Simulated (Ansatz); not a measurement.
# BH₇N₂OSi: one species, many methods

The task here is to estimate one member of a computed series from the others.

Computed with Ansatz 0.2.0, Gaussian basis. Level: functionals in def2-TZVPP, the program's frozen cores in correlated methods.

Levels to be run: LDA (SPW92), PBE-D4, revPBE-D4, BLYP-D4, r2SCAN-D4, B97M-V, PBE0-D4, B3LYP-D4, r2SCANh-D4, r2SCAN0-D4, HSE06-D4, BHLYP-D4, CAM-B3LYP-D4, LC-ωPBE, ωB97X-V, ωB97M-V, B2PLYP, PBE-QIDH; CCSD(T)/def2-SVP; CCSD(T)/def2-TZVPP; MP2/def2-QZVPP; extrapolation to the limit; RPA on PBE.

**Structure used throughout**

An earlier PBE0-D4 in a triple-zeta def2 set relaxation fixed the geometry.

SMILES `N[SiH2]B(N)O`, 12 atoms, charge 0, spin multiplicity 1.

Atoms are counted from 1 here; the program's logs count them from 0.

Bond lengths: N1–Si2 1.736 Å, N1–H6 1.009 Å, N1–H7 1.009 Å, Si2–B3 2.030 Å, Si2–H8 1.503 Å, Si2–H9 1.492 Å, B3–N4 1.399 Å, B3–O5 1.375 Å, N4–H10 1.007 Å, N4–H11 1.005 Å, O5–H12 0.957 Å. Angles: Si2–N1–H6 118.7°, Si2–N1–H7 117.8°, H6–N1–H7 109.7°, N1–Si2–B3 107.6°, N1–Si2–H8 115.0°, N1–Si2–H9 106.0°, B3–Si2–H8 110.6°, B3–Si2–H9 112.7°, H8–Si2–H9 104.9°, Si2–B3–N4 117.2°, Si2–B3–O5 124.9°, N4–B3–O5 117.8°, B3–N4–H10 123.1°, B3–N4–H11 121.8°, H10–N4–H11 115.1°, B3–O5–H12 113.4°.

Coordinates:

```mol
BH7N2OSi
  3D, bonds by distance, orders not assigned

 12 11  0  0  0  0  0  0  0  0999 V2000
   -1.9269    0.0682   -0.1758 N   0  0
   -0.6107    0.0237    0.9559 Si  0  0
    1.1146   -0.0237   -0.1126 B   0  0
    1.0378   -0.4814   -1.4322 N   0  0
    2.3454    0.3650    0.3619 O   0  0
   -2.8583   -0.1281    0.1575 H   0  0
   -1.9547    0.8313   -0.8353 H   0  0
   -0.5876    1.1517    1.9496 H   0  0
   -0.8149   -1.2063    1.7755 H   0  0
    1.8398   -0.5515   -2.0379 H   0  0
    0.1745   -0.8076   -1.8295 H   0  0
    2.3178    0.7036    1.2569 H   0  0
  1  2  8  0
  2  3  8  0
  3  4  8  0
  3  5  8  0
  1  6  8  0
  1  7  8  0
  2  8  8  0
  2  9  8  0
  4 10  8  0
  4 11  8  0
  5 12  8  0
M  END
```

Set-up of the first run:

The input, in.yaml:

```yaml
crystal:
  periodic: [false, false, false]
  atoms:
    - {symbol: N, position_ang: [-1.926884, 0.068208, -0.175817]}
    - {symbol: Si, position_ang: [-0.610667, 0.023682, 0.955873]}
    - {symbol: B, position_ang: [1.114564, -0.023670, -0.112566]}
    - {symbol: N, position_ang: [1.037759, -0.481430, -1.432202]}
    - {symbol: O, position_ang: [2.345431, 0.365000, 0.361852]}
    - {symbol: H, position_ang: [-2.858280, -0.128107, 0.157482]}
    - {symbol: H, position_ang: [-1.954691, 0.831335, -0.835315]}
    - {symbol: H, position_ang: [-0.587586, 1.151745, 1.949564]}
    - {symbol: H, position_ang: [-0.814856, -1.206309, 1.775537]}
    - {symbol: H, position_ang: [1.839786, -0.551502, -2.037852]}
    - {symbol: H, position_ang: [0.174478, -0.807638, -1.829474]}
    - {symbol: H, position_ang: [2.317847, 0.703586, 1.256920]}
basis:
  gaussian: {orbitals: def2-TZVPP}
hamiltonian: {xc: lda}
output: {orbitals: {seedname: orbitals}}
```

On the command line:

```
> ansatz run in.yaml --threads 4 --pin off --events-out ev --progress --plain --max-ram 10444MiB
```

Steps of the session up to this table: LDA; PBE-D4 (GGA); revPBE-D4 (GGA); BLYP-D4 (GGA); r2SCAN-D4 (meta-GGA); B97M-V (meta-GGA); B3LYP-D4 (hybrid); r2SCANh-D4 (hybrid); r2SCAN0-D4 (hybrid); HSE06-D4 (hybrid); BHLYP-D4 (hybrid); CAM-B3LYP-D4 (range-separated); LC-ωPBE (range-separated); ωB97X-V (range-separated); ωB97M-V (range-separated); B2PLYP (double hybrid); PBE-QIDH (double hybrid).

One of the session's tables, all rows but one given; the rest of the session is left out.

It belongs to the step «Orbital energies across the functionals». 

```
  functional  HOMO (eV)  gap (eV)
 LDA (SPW92)      -5.89      4.82
      PBE-D4      -5.77      4.92
   revPBE-D4      -5.72      4.97
     BLYP-D4      -5.68      4.94
   r2SCAN-D4      -6.07      5.52
      B97M-V      -6.19      5.46
     PBE0-D4          ?         ?
    B3LYP-D4      -6.94      6.70
  r2SCANh-D4      -6.58      6.33
  r2SCAN0-D4      -7.35      7.53
    HSE06-D4      -6.75      6.36
    BHLYP-D4      -8.47      9.26
CAM-B3LYP-D4      -8.57      9.51
     LC-ωPBE      -9.92     12.05
     ωB97X-V      -9.58     11.55
     ωB97M-V      -9.43     11.06
```

Q: Estimate the row for PBE0-D4 from the others.

As computed: HOMO (eV): -7.15; gap (eV): 7.13. In the column «HOMO (eV)» it lies between r2SCAN0-D4 (-7.35) and B3LYP-D4 (-6.94).
